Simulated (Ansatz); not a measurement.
# Bi2Te3 (Tellurobismuthite) under changes of volume

One of the cells (33.871 Å³/atom); the others are scaled copies at fixed shape and fractional positions:

```
CELL_PARAMETERS angstrom
2.19300 1.26613 10.16567
-2.19300 1.26613 10.16567
0.00000 -2.53226 10.16567
ATOMIC_POSITIONS crystal
Bi 0.60000 0.60000 0.60000
Bi 0.40000 0.40000 0.40000
Te 0.79050 0.79050 0.79050
Te 0.20950 0.20950 0.20950
Te 0.00000 0.00000 0.00000
```

* Program: Ansatz 0.2.0
* Functional: PBEsol
* Potentials or basis: all-electron LAPW, scalar-relativistic
* Cutoff: 187 eV (chosen from the basis error)
* Basis error allowed: 0.002 eV/atom
* k mesh: 7 × 7 × 7
* Occupations: fermi-dirac, width 0.05 eV
* Spin: no spin polarisation

| volume (Å³/atom) | energy over the lowest point (meV/atom) | pressure (GPa) | gap on the mesh (eV) | largest force (eV/Å) |
| --- | --- | --- | --- | --- |
| 31.839 | ? | ? | ? | ? |
| 32.517 | 4.58 | 1.7 | 0.21 | 0.150 |
| 33.194 | 0.00 | 0.5 | 0.23 | 0.014 |
| 33.871 | 0.20 | -0.6 | 0.24 | 0.113 |
| 34.549 | 4.73 | -1.5 | 0.25 | 0.230 |
| 35.226 | 13.10 | -2.4 | 0.26 | 0.340 |
| 35.904 | 24.89 | -3.2 | 0.27 | 0.442 |

Question: What does the run at 31.839 Å³/atom give?

Answer: Energy over the lowest point 14.54 meV/atom; pressure 3.0 GPa; gap on the mesh 0.20 eV; largest force 0.296 eV/Å.

Worked out: A Birch-Murnaghan fit of order 3 (a polynomial in V^(-2/3)) to the other rows has its minimum at 33.50 Å³/atom with B0 = V·E''(V) = 54 GPa and B' = 4.6 at fixed shape and positions, which overstates the stiffness. It gives 14.59 meV/atom at 31.839 Å³/atom, against the run's 14.54, and -dE/dV = 3.1 GPa, against 3.0. A straight line through the other rows of the gap, of slope 0.578 eV per unit of ln V (its deformation potential), extrapolates to 0.20 eV, against the run's 0.20.

Energies are extrapolated to zero smearing.

Caveats: spin-orbit coupling is left out, which as a rule narrows the gap of such compounds by several tenths of an eV; an odd mesh through Γ misses points on the zone boundary, where band edges often lie.
